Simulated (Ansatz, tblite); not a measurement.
# C30H26S8: a ladder of methods and basis sets

One table from this session's results is given with a row withheld; the runs are named, their logs left out.

Computed with Ansatz 0.2.0, Gaussian basis. Level: as each input shows.

Levels to be run: GFN1-xTB, GFN2-xTB, PBE-D4/def2-TZVP, r2SCAN-D4/def2-TZVP, HF/def2-TZVP, r2SCAN0-D4/def2-TZVP, PBE-D4/def2-SVP, PBE0-D4/def2-SVP, HF/STO-3G, MP2/def2-SVP, RPA/def2-SVP.

**The structure**

The singlet was relaxed beforehand with PBE-D4/def2-SVP.

64 atoms, charge 0, spin multiplicity 1.

Bond lengths: C1–C2 1.500 Å, C1–H39 1.110 Å, C1–H40 1.110 Å, C1–H41 1.107 Å, C2–C3 1.424 Å, C2–C37 1.396 Å, C3–C4 1.398 Å, C3–H42 1.100 Å, C4–C5 1.443 Å, C4–S36 1.755 Å, C5–S6 1.754 Å, C5–C34 1.406 Å, S6–C7 1.754 Å, C7–C8 1.440 Å, C7–C33 1.398 Å, C8–S9 1.755 Å, C8–C31 1.408 Å, S9–C10 1.755 Å and more. Angles: C2–C1–H39 111.1°, C2–C1–H40 111.2°, C2–C1–H41 110.7°, H39–C1–H40 107.0°, H39–C1–H41 108.3°, H40–C1–H41 108.4°, C1–C2–C3 124.1°, C1–C2–C37 124.4°, C3–C2–C37 111.5°, C2–C3–C4 114.9°, C2–C3–H42 122.9°, C4–C3–H42 122.2°, C3–C4–C5 127.6°, C3–C4–S36 109.6°, C5–C4–S36 122.8°, C4–C5–S6 118.4°, C4–C5–C34 130.8°, S6–C5–C34 110.8° and more.

PBE0-D4/def2-TZVP was run before; its log isn't repeated, and its numbers join the tables.

Set-up of the first run:

Tight binding, by tblite at 300 K electronic temperature and without a spin-polarisation term:

```python
tblite.interface.Calculator('GFN1-xTB', numbers, positions, charge=0, uhf=0).singlepoint()
```

Tight binding, by tblite at 300 K electronic temperature and without a spin-polarisation term:

```python
tblite.interface.Calculator('GFN2-xTB', numbers, positions, charge=0, uhf=0).singlepoint()
```

start.molden holds the orbitals of an earlier run on this state, given as this run's starting guess.

File in.yaml:

```yaml
crystal:
  periodic: [false, false, false]
  atoms:
    - {symbol: C, position_ang: [-10.950625, -2.047793, -0.407005]}
    - {symbol: C, position_ang: [-10.090039, -0.819162, -0.392861]}
    - {symbol: C, position_ang: [-8.668660, -0.840135, -0.310986]}
    - {symbol: C, position_ang: [-8.060139, 0.418003, -0.312829]}
    - {symbol: C, position_ang: [-6.648358, 0.713055, -0.256603]}
    - {symbol: S, position_ang: [-5.514986, -0.625713, -0.287690]}
    - {symbol: C, position_ang: [-4.125949, 0.441003, -0.185104]}
    - {symbol: C, position_ang: [-2.770864, -0.044098, -0.157765]}
    - {symbol: S, position_ang: [-1.472065, 1.123397, 0.013735]}
    - {symbol: C, position_ang: [-0.235908, -0.121263, -0.036479]}
    - {symbol: C, position_ang: [1.169175, 0.174733, 0.055417]}
    - {symbol: S, position_ang: [2.312651, -1.146810, -0.109354]}
    - {symbol: C, position_ang: [3.693823, -0.087562, 0.111426]}
    - {symbol: C, position_ang: [5.051877, -0.564837, 0.096971]}
    - {symbol: S, position_ang: [6.342163, 0.585057, 0.399837]}
    - {symbol: C, position_ang: [7.585663, -0.639034, 0.220983]}
    - {symbol: C, position_ang: [8.992397, -0.346357, 0.353834]}
    - {symbol: S, position_ang: [10.146773, -1.655042, 0.146327]}
    - {symbol: C, position_ang: [11.498449, -0.607984, 0.500393]}
    - {symbol: S, position_ang: [13.168609, -1.157367, 0.389823]}
    - {symbol: C, position_ang: [11.066708, 0.689140, 0.727863]}
    - {symbol: C, position_ang: [9.652957, 0.859401, 0.646360]}
    - {symbol: C, position_ang: [8.973339, 2.178981, 0.877394]}
    - {symbol: C, position_ang: [6.989646, -1.870984, -0.057843]}
    - {symbol: C, position_ang: [5.573993, -1.852104, -0.129807]}
    - {symbol: C, position_ang: [4.749310, -3.073292, -0.419469]}
    - {symbol: C, position_ang: [3.249021, 1.224694, 0.297520]}
    - {symbol: C, position_ang: [1.842665, 1.392649, 0.268328]}
    - {symbol: C, position_ang: [1.170614, 2.723607, 0.446457]}
    - {symbol: C, position_ang: [-0.842145, -1.373065, -0.179436]}
    - {symbol: C, position_ang: [-2.257243, -1.351503, -0.247902]}
    - {symbol: C, position_ang: [-3.091854, -2.590944, -0.395798]}
    - {symbol: C, position_ang: [-4.561256, 1.768324, -0.134784]}
    - {symbol: C, position_ang: [-5.968042, 1.940722, -0.174565]}
    - {symbol: C, position_ang: [-6.631205, 3.287393, -0.134012]}
    - {symbol: S, position_ang: [-9.289705, 1.666589, -0.410153]}
    - {symbol: C, position_ang: [-10.578473, 0.487070, -0.465176]}
    - {symbol: S, position_ang: [-12.258979, 1.023262, -0.476829]}
    - {symbol: H, position_ang: [-10.724120, -2.683482, -1.288821]}
    - {symbol: H, position_ang: [-10.776467, -2.669661, 0.495707]}
    - {symbol: H, position_ang: [-12.022706, -1.773479, -0.441557]}
    - {symbol: H, position_ang: [-8.087711, -1.772097, -0.247440]}
    - {symbol: H, position_ang: [13.123588, -2.074333, 1.405511]}
    - {symbol: H, position_ang: [11.763000, 1.505974, 0.963341]}
    - {symbol: H, position_ang: [8.273272, 2.139684, 1.739470]}
    - {symbol: H, position_ang: [8.376528, 2.497712, -0.003784]}
    - {symbol: H, position_ang: [9.718222, 2.971309, 1.084572]}
    - {symbol: H, position_ang: [7.578878, -2.786897, -0.210436]}
    - {symbol: H, position_ang: [4.062699, -3.316212, 0.419240]}
    - {symbol: H, position_ang: [4.115633, -2.939003, -1.321565]}
    - {symbol: H, position_ang: [5.398512, -3.953367, -0.589608]}
    - {symbol: H, position_ang: [3.943026, 2.063280, 0.453259]}
    - {symbol: H, position_ang: [0.591566, 3.017743, -0.454705]}
    - {symbol: H, position_ang: [1.917584, 3.516949, 0.640500]}
    - {symbol: H, position_ang: [0.454919, 2.714832, 1.295534]}
    - {symbol: H, position_ang: [-0.260087, -2.304713, -0.229746]}
    - {symbol: H, position_ang: [-3.729016, -2.554230, -1.304727]}
    - {symbol: H, position_ang: [-3.776694, -2.732595, 0.467258]}
    - {symbol: H, position_ang: [-2.449960, -3.489793, -0.467987]}
    - {symbol: H, position_ang: [-3.861680, 2.614315, -0.071079]}
    - {symbol: H, position_ang: [-7.202130, 3.494175, -1.064341]}
    - {symbol: H, position_ang: [-7.353279, 3.367356, 0.705886]}
    - {symbol: H, position_ang: [-5.879829, 4.091195, -0.014095]}
    - {symbol: H, position_ang: [-12.407070, 1.173318, -1.830613]}
basis:
  gaussian: {orbitals: def2-TZVP, fitting: {mean_field: def2-universal-jkfit}, initial_orbitals: start.molden}
hamiltonian: {xc: pbe, dispersion: d4}
scf: {omitted_lower_state_checks: [starts]}
output: {orbitals: {seedname: orbitals}}
```

Command:

```
$ ansatz run in.yaml --threads 4 --pin off --events-out ev --progress --plain --max-ram 46080MiB --backend cuda --devices 0, --max-vram 37GiB
```

Steps of the session up to this table: PBE-D4/def2-TZVP; r2SCAN-D4/def2-TZVP; HF/def2-TZVP; r2SCAN0-D4/def2-TZVP; PBE-D4/def2-SVP; PBE0-D4/def2-SVP; HF/STO-3G; MP2/def2-SVP; RPA/def2-SVP.

One of the session's tables, all rows but one given; the rest of the session is left out.

It belongs to the step «Binding energy». 

| level | binding an atom (eV) |
| --- | --- |
| HF/STO-3G | 4.080 |
| HF/def2-SVP | 3.488 |
| HF/def2-TZVP | 3.413 |
| PBE-D4/def2-SVP | 5.086 |
| PBE-D4/def2-TZVP | 5.026 |
| r2SCAN-D4/def2-TZVP | 4.860 |
| PBE0-D4/def2-SVP | 4.967 |
| PBE0-D4/def2-TZVP | 4.908 |
| r2SCAN0-D4/def2-TZVP | 4.768 |
| MP2/def2-SVP | ? |

Q: Estimate the row for MP2/def2-SVP from the others.

The run gave: binding an atom (eV): 4.735. In the column «binding an atom (eV)» it lies between HF/STO-3G (4.080) and r2SCAN0-D4/def2-TZVP (4.768).

Caveats from the session: Free atoms were run apart at each level; binding is atoms less cluster, divided by the number of atoms, without zero-point or spin-orbit terms.
